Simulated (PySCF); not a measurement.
# C6H7NO: electronic excitations at several levels of theory

Computed with PySCF 2.14.0, with density-fitted response routines of our own, on a single molecule in the gas phase. Atoms are numbered from 0 throughout.

## (1) The starting structure

15 atoms, charge 0, multiplicity 1; geometry from: GFN2-xTB.

Bonds of the start (Å): N0–C1 1.39, C1–C2 1.40, C2–C3 1.38, C3–C4 1.39, C4–O5 1.37, C4–C6 1.39, C6–C7 1.38, C7–C1 1.39, N0–H8 1.01, N0–H9 1.01, C2–H10 1.08, C3–H11 1.08, O5–H12 0.96, C6–H13 1.08, C7–H14 1.08.

## (2) Relaxing the molecule at PBE0-D3(BJ)/def2-SVP

What the job is given:

```
{"job": {"xc": "PBE0", "basis": "def2-SVP", "d3": "d3bj", "grid": 2, "kind": "geom"}, "charge": 0, "multiplicity": 1}
N     -2.727530     0.213430     0.612050
C     -1.387140     0.106050     0.272800
C     -0.760310    -1.139900     0.234420
C      0.588170    -1.245730    -0.034300
C      1.346360    -0.104700    -0.272240
O      2.679430    -0.253610    -0.542930
C      0.732040     1.139400    -0.234010
C     -0.619660     1.243780     0.035270
H     -3.183790     1.063080     0.319320
H     -3.279590    -0.616290     0.462200
H     -1.342710    -2.031290     0.418610
H      1.073660    -2.208070    -0.066140
H      3.074720     0.613290    -0.690370
H      1.313410     2.034160    -0.416840
H     -1.086520     2.218050     0.063130
```

Q: Estimate the wall time of this first job on 8 threads of Arm Neoverse V1, shared host.

About 45 s.
